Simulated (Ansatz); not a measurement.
**Ag+ with Cl₂: structure and interaction energy**

The task here is to estimate one member of a computed series from the others.

Program: Ansatz 0.2.0, Gaussian basis. Level of theory: PBE0-D4 structure, single points in def2-TZVPPD. These are calculated values, not measurements.

Levels: PBE-D4, revPBE-D4, BLYP-D4, r2SCAN-D4, B97M-V, PBE0-D4, B3LYP-D4, HSE06-D4, wB97X-V, wB97M-V, B2PLYP, Hartree-Fock, MP2, CCSD, CCSD(T). The reference is CCSD(T) extrapolated to the basis limit. For elements past Ar these valence bases correlate outer-core shells poorly, so that limit is rough.

Cores are frozen in the correlated methods. Filled d shells of the heavier atoms are correlated. Core potentials replace the inner electrons past krypton, and spin-orbit coupling is left out. B3LYP uses VWN-RPA correlation. B2PLYP carries no dispersion term here.

163 further runs of the same task are left out: 163 set aside as unsound or not needed.

## The starting structure

The pair, from a GFN2-xTB docking trial: 3 atoms, charge 1, spin multiplicity 1.

Atoms are counted from 1 here; the program's logs count them from 0.

Bond lengths: Ag1–Cl3 2.467 Å, Cl2–Cl3 2.024 Å. Angles: Ag1–Cl3–Cl2 108.2°.

As a file:

```xyz
3
charge 1, multiplicity 1
Ag    0.0813   -0.0760   -1.9593
Cl   -0.6536    0.6114    1.5453
Cl    0.5724   -0.5354    0.4140
```

Atoms 1 to 1 are fragment A (Ag+), the rest fragment B (Cl₂).

The first run:

File pre/in.yaml:

```yaml
crystal:
  periodic: [false, false, false]
  atoms:
    - {symbol: Ag, position_ang: [0.081300, -0.076000, -1.959300]}
    - {symbol: Cl, position_ang: [-0.653600, 0.611400, 1.545300]}
    - {symbol: Cl, position_ang: [0.572400, -0.535400, 0.414000]}
basis:
  gaussian: {orbitals: def2-SVP}
total_charge: 1
hamiltonian: {xc: pbe, dispersion: d4}
relax: {f_tol: 0.03, max_steps: 250}
```

On the command line:

```console
> ansatz run in.yaml --threads 2 --pin off --events-out ev --progress --plain --max-ram 5222MiB
```

Among the steps run: A first relaxation in a small basis; Relaxation at PBE0-D4; wB97X-V/def2-TZVPPD; wB97M-V/def2-TZVPPD; B2PLYP/def2-TZVPPD; B97M-V/def2-TZVPPD; CCSD(T)/def2-TZVPPD; MP2/def2-QZVPPD; SPW92/def2-SVP; wB97M-V/def2-SVP; CCSD(T)/def2-SVP; Vibrations of the pair.

One of the session's tables, all rows but one given; the rest of the session is left out.

| method | interaction (kJ/mol) |
| --- | --- |
| PBE-D4 | -96.68 |
| revPBE-D4 | -85.88 |
| BLYP-D4 | -95.46 |
| r2SCAN-D4 | ? |
| B97M-V | -84.04 |
| PBE0-D4 | -79.49 |
| B3LYP-D4 | -82.89 |
| HSE06-D4 | -79.47 |
| wB97X-V | -70.48 |
| wB97M-V | -71.16 |
| B2PLYP | -69.51 |
| Hartree-Fock | -24.75 |
| MP2 | -65.06 |
| CCSD | -54.06 |
| CCSD(T) | -59.18 |
| CCSD(T)/CBS | -76.27 |

Estimate the missing values for r2SCAN-D4.

As computed: interaction (kJ/mol): -92.93. In the column «interaction (kJ/mol)» it lies between BLYP-D4 (-95.46) and revPBE-D4 (-85.88).
